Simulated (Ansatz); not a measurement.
# Al3Cl: the cost of one run

Program: Ansatz 0.2.0. Level of theory: DFT PBE, scalar-relativistic, plane waves, PAW. These are calculated values, not measurements.

## Step 1: The starting structure

It takes space group P-6m2 (No. 187, hexagonal). The conventional cell has a = 2.886 Å, b = 2.886 Å, c = 8.954 Å, α = 90.00°, β = 90.00°, γ = 120.00°. Al (site symmetry -6m2) is surrounded by 12 Al at 2.85 to 2.89 Å. Al (site symmetry 3m) is surrounded by 3 Cl at 2.73 Å and 9 Al at 2.85 to 2.89 Å. Cl (site symmetry -6m2) has 6 Al at 2.73 Å as nearest neighbours.

Structure file:

```cif
data_structure
_symmetry_space_group_name_H-M 'P-6m2'
_symmetry_Int_Tables_number 187
_cell_length_a 2.8857
_cell_length_b 2.8857
_cell_length_c 8.9543
_cell_angle_alpha 90.000
_cell_angle_beta 90.000
_cell_angle_gamma 120.000
_cell_volume 64.58
loop_
_atom_site_label
_atom_site_type_symbol
_atom_site_symmetry_multiplicity
_atom_site_Wyckoff_symbol
_atom_site_fract_x
_atom_site_fract_y
_atom_site_fract_z
_atom_site_occupancy
Al1 Al 1 f 0.66667 0.33333 0.50000 1
Al2 Al 2 h 0.33333 0.66667 0.24192 1
Cl1 Cl 1 e 0.66667 0.33333 0.00000 1
```

A structure generator made this guess: species swapped into a database cell of GaAg3 (P-6m2, No. 187), with Cl on the Ga sites and Al on the Ag sites. Lengths come from tabulated atomic sizes and are only a guess.

## Step 2: Probe: one point on a coarse mesh

input.yaml reads:

```yaml
crystal:
  lattice:
    - [2.88571748, 0.0, 0.0]
    - [-1.44285874, 2.49910465, 0.0]
    - [0.0, 0.0, 8.95431838]
  atoms:
    - { symbol: Al, position: [0.66666667, 0.33333333, 0.5] }
    - { symbol: Al, position: [0.33333333, 0.66666667, 0.24192345] }
    - { symbol: Al, position: [0.33333333, 0.66666667, 0.75807655] }
    - { symbol: Cl, position: [0.66666667, 0.33333333, 0.0] }
basis:
  ecutwfc: 420
kpoints:
  mp_grid: { grid: [6, 6, 2] }
hamiltonian:
  xc: pbe
scf:
  occupations: { method: gaussian, width: 0.1 }
  lower_state_search: "off"
output:
  forces: true
  stress: true
  eigenvalues: true
```

Command:

```
$ ansatz run input.yaml --threads 1 --pin off --max-ram 2560MiB --backend cpu --events-out ev --progress --plain --runs-dir out
```

What time and memory should one allow on 1 thread of Arm Neoverse V2, shared host?

About 1.1 s, with a peak of 0.28 GiB.
